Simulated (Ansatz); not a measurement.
# Ge: the cost of one run

Program: Ansatz 0.2.0. Level of theory: DFT LDA, scalar-relativistic. These are calculated values, not measurements.

## Step 1: The system as given

It takes space group Fd-3m (No. 227, cubic). The conventional cell has a = 5.658 Å, b = 5.658 Å, c = 5.658 Å, α = 90.00°, β = 90.00°, γ = 90.00°. Around Ge (site symmetry -43m) lie 4 Ge at 2.45 Å.

Structure file:

```
Ge
1.0
     0.00000    2.82877    2.82877
     2.82877    0.00000    2.82877
     2.82877    2.82877    0.00000
Ge
2
Direct
  0.50000 0.50000 0.50000
  0.75000 0.75000 0.75000
```

Atoms are numbered in the order of the input: Ge1, Ge2.

## Step 2: The deformed structure

Space group Fd-3m before, I4_1/amd after.

## Step 3: Full-potential LAPW

input.yaml

```yaml
crystal:
  lattice:
    - [0.0, 2.8853454, 2.82877]
    - [2.8853454, 0.0, 2.82877]
    - [2.8853454, 2.8853454, 0.0]
  atoms:
    - { symbol: Ge, position: [0.5, 0.5, 0.5] }
    - { symbol: Ge, position: [0.75, 0.75, 0.75] }
kpoints:
  mp_grid: { grid: [10, 10, 10] }
  band_path:
    path:
      - [0.0, 0.0, 0.0]
      - [0.0, 0.5, 0.5]
      - [0.25, 0.75, 0.5]
      - [0.0, 0.5, 0.0]
      - [0.0, 0.0, 0.0]
      - [0.5, 0.5, 0.0]
      - [0.38005, 0.61995, 0.0]
      - [-0.38005, 0.38005, 0.0]
      - [0.0, 0.0, 0.0]
    npoints: 5
scf:
  occupations: { method: fermi_dirac, width: 0.05 }
hamiltonian:
  xc: lda
  pseudopotentials: { kind: all_electron, lapw: { basis_error: 0.00025 } }
output:
  forces: true
  stress: true
  eigenvalues: true
```

Started as:

```bash
$ ansatz run input.yaml --threads 1 --pin off --max-ram 3072MiB --backend cpu --events-out ev --progress --plain --runs-dir out
```

What time and memory should one allow on 1 thread of Arm Neoverse V2, shared host?

About 47 s, with a peak of 0.56 GiB.
